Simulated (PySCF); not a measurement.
# GeH8SSi2: the cost of one run

Computed with PySCF 2.14.0, with density-fitted response routines of our own, on a single molecule in the gas phase. Atoms are numbered from 0 throughout.

## (1) Starting geometry

12 atoms, charge 0, multiplicity 1; geometry from: PBE0-D3(BJ)/def2-SVP.

Bonds of the start (Å): S0–Si1 2.16, Si1–Si2 2.34, Si2–Ge3 2.38, S0–H4 1.35, Si1–H5 1.49, Si1–H6 1.50, Si2–H7 1.50, Si2–H8 1.50, Ge3–H9 1.54, Ge3–H10 1.54, Ge3–H11 1.54.

## (2) NMR shieldings: PBE0/6-31G*

What the job is given:

```
{"job": {"kind": "nmr", "xc": "PBE0", "basis": "6-31G*", "pop": true}, "charge": 0, "multiplicity": 1}
S      2.583557    -0.969189     0.346758
Si     1.496393     0.847647     0.755024
Si    -0.348469     0.971368    -0.683432
Ge    -1.704470    -0.957924    -0.330426
H      1.509811    -1.783029     0.454436
H      2.488143     1.936043     0.510106
H      1.044509     0.921549     2.179772
H     -1.162961     2.199569    -0.416180
H      0.128637     0.999724    -2.100413
H     -0.894673    -2.230945    -0.645133
H     -2.142876    -1.021423     1.145001
H     -2.956775    -0.941822    -1.223955
```

With the program's defaults for keys left out, this is: GIAO PBE0/6-31G* NMR shielding, non-relativistic, gas phase.

Launch:

```bash
$ OMP_NUM_THREADS=1 python probes_run.py task.json out
```

This one command runs all jobs of the session in turn.

**Question.** How long does this first job take on 1 thread of Arm Neoverse V2, shared host, and how much memory does it need?

About 8.4 s, with a peak of 0.74 GiB.
